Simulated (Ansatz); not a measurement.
# Cl4H4HfOSi: the cost of one run

Program: Ansatz 0.2.0. Level of theory: RKS PBE/def2-SVP. These are calculated values, not measurements.

## 1. Starting point

Bond lengths: Hf1–Cl2 2.870 Å, Hf1–Cl3 2.520 Å, Hf1–Cl4 2.518 Å, Hf1–Cl5 2.518 Å, Hf1–O6 2.370 Å, O6–Si7 1.680 Å, Si7–H8 1.460 Å, Si7–H9 1.460 Å, Si7–H10 1.460 Å. Angles (14 of 17 angles, heavy atoms first): Cl2–Hf1–Cl3 109.5°, Cl2–Hf1–Cl4 109.5°, Cl2–Hf1–Cl5 109.5°, Cl2–Hf1–O6 71.6°, Cl3–Hf1–Cl4 109.5°, Cl3–Hf1–Cl5 109.5°, Cl3–Hf1–O6 178.9°, Cl4–Hf1–Cl5 109.5°, Cl4–Hf1–O6 70.0°, Cl5–Hf1–O6 70.0°, Hf1–O6–Si7 125.0°, O6–Si7–H8 109.5°, O6–Si7–H9 109.5°, O6–Si7–H10 109.5°.

As a file:

```xyz
11

Hf    0.0000    0.0000    0.0000
Cl    0.0000    0.0000    2.8700
Cl    2.3764    0.0000   -0.8392
Cl   -1.1869    2.0563   -0.8392
Cl   -1.1869   -2.0563   -0.8392
O    -2.2491    0.0000    0.7473
Si   -3.4890   -0.9102    0.0716
H    -2.9881   -2.2382   -0.2706
H    -4.5811   -1.0354    1.0325
H    -3.9770   -0.2490   -1.1352
H    -1.5726    0.0000    2.0020
```

## 2. Pulling towards end A

Springs on the bonds that form and break draw the guess towards this end; the thresholds are loose.

input.yaml

```yaml
crystal:
  periodic: [false, false, false]
  atoms:
    - { symbol: Hf, position_ang: [0.0, 0.0, 0.0] }
    - { symbol: Cl, position_ang: [0.0, 0.0, 2.87] }
    - { symbol: Cl, position_ang: [2.3764, 0.0, -0.8392] }
    - { symbol: Cl, position_ang: [-1.1869, 2.0563, -0.8392] }
    - { symbol: Cl, position_ang: [-1.1869, -2.0563, -0.8392] }
    - { symbol: O, position_ang: [-2.2491, 0.0, 0.7473] }
    - { symbol: Si, position_ang: [-3.489, -0.9102, 0.0716] }
    - { symbol: H, position_ang: [-2.9881, -2.2382, -0.2706] }
    - { symbol: H, position_ang: [-4.5811, -1.0354, 1.0325] }
    - { symbol: H, position_ang: [-3.977, -0.249, -1.1352] }
    - { symbol: H, position_ang: [-1.5726, 0.0, 2.002] }
basis:
  gaussian: { orbitals: def2-SVP }
hamiltonian:
  xc: pbe
relax:
  f_tol: 0.15
  max_steps: 25
  restrain:
    - { distance: [0, 5], at: 3.27, k: 30.0 }
    - { distance: [10, 1], at: 2.57, k: 30.0 }
    - { distance: [0, 1], at: 2.52, k: 30.0 }
    - { distance: [10, 5], at: 1.01, k: 30.0 }
output:
  orbitals: {}
```

On the command line:

```bash
> ansatz run input.yaml --threads 4 --pin off --max-ram 5120MiB --backend cpu --events-out ev --progress --plain --runs-dir out
```

What time and memory should one allow on 4 threads of Intel Xeon Platinum 8259CL at 2.50GHz (Skylake/Cascade Lake), shared host?

About 27 s, with a peak of 0.29 GiB.
